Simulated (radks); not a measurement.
# Ne³⁺ in [He] 2s1 2p3 3d1: an all-electron calculation

One table from this session's results is given with a row withheld; the runs are named, their logs left out.

The numbers are computed with radks (a radial shooting solver on a logarithmic mesh, Libxc functionals) version 1 (scalar-relativistic Kohn-Sham, SCAN, spin-unpolarised, spherical densities, finite nucleus), except any that are marked as measured or tabulated.

### The atom as given

```
element            : neon (Z = 10)
charge             : +3
electrons          : 7
configuration      : [He] 2s1 2p3 3d1
nuclear rms radius : 3.0055 fm
```

Outer shells as boxes (Hund's rule):

Ne³⁺
```
[He] core
2s [↑ ]
2p [↑ ][↑ ][↑ ]
3d [↑ ][  ][  ][  ][  ]
```

The first run:

The run's settings:

```text
Z 10
configuration [He] 2s1 2p3 3d1 3s0 3p0 4d0 4f0
relativity scalar-relativistic
functional scan,scan
spin unpolarised
nucleus finite rms 3.0055 fm
c 137.035999084
```

Started as:

```
$ python run_ks.py task.json out
```

The same process makes all the runs of this session.

Steps of the session up to this table: Self-consistent calculation.

One table of the session follows, with a row left open; its other results are not shown here.

It belongs to the step «Radial structure». Radial moments (bohr):

```
level     <r>  outermost maximum (interpolated)  90 % within  nodes
   1s  0.1574                             0.103        0.281      0
   2s  0.7688                             0.633         1.19      1
   2p  0.7186                             0.545         1.18      0
   3s       ?                                 ?            ?      ?
   3p   2.398                              2.15         3.55      1
   3d   2.456                              2.08         3.78      0
   4f   4.711                              4.12         6.87      0
```

Estimate the missing values for 3s.

**Answer.** <r>: 2.261; outermost maximum (interpolated): 2.04; 90 % within: 3.30; nodes: 2. In the column «<r>» it lies between 2s (0.7688) and 3p (2.398).
